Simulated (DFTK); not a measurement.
The system is BiTe.

```
Bi Te
1.0
     2.42271    1.39875    3.31729
    -2.42271    1.39875    3.31729
     0.00000   -2.79750    3.31729
Bi Te
1 1
Direct
  0.50000 0.50000 0.50000
  0.00000 0.00000 0.00000
```

The cell comes from a database or a generator and needn't be the stable form of this composition.

Base run:

```yaml
Program: DFTK 0.8.2
Functional: BLYP
Potentials_or_basis: SG15 1.2 (PBE)
Cutoff: 1225 eV
k_mesh: 5 × 5 × 5
Occupations: fermi-dirac, width 0.05 eV
Spin: no spin polarisation
```

Its results: band gap on the k mesh none (metal or under the smearing width); pressure 3.5 GPa.

Q: After a change of settings the same cell gave: band gap on the k mesh none (metal or under the smearing width); pressure -1.9 GPa. Which change was it?
A. functional from BLYP to r2SCAN
B. functional from BLYP to LDA
C. functional from BLYP to RPBE

A: A.

Caveats: the potentials were made for another functional, which shifts forces and pressure; spin-orbit coupling is left out, which moves the levels of the heavy elements.

Runs at the PBE level aren't shown here.
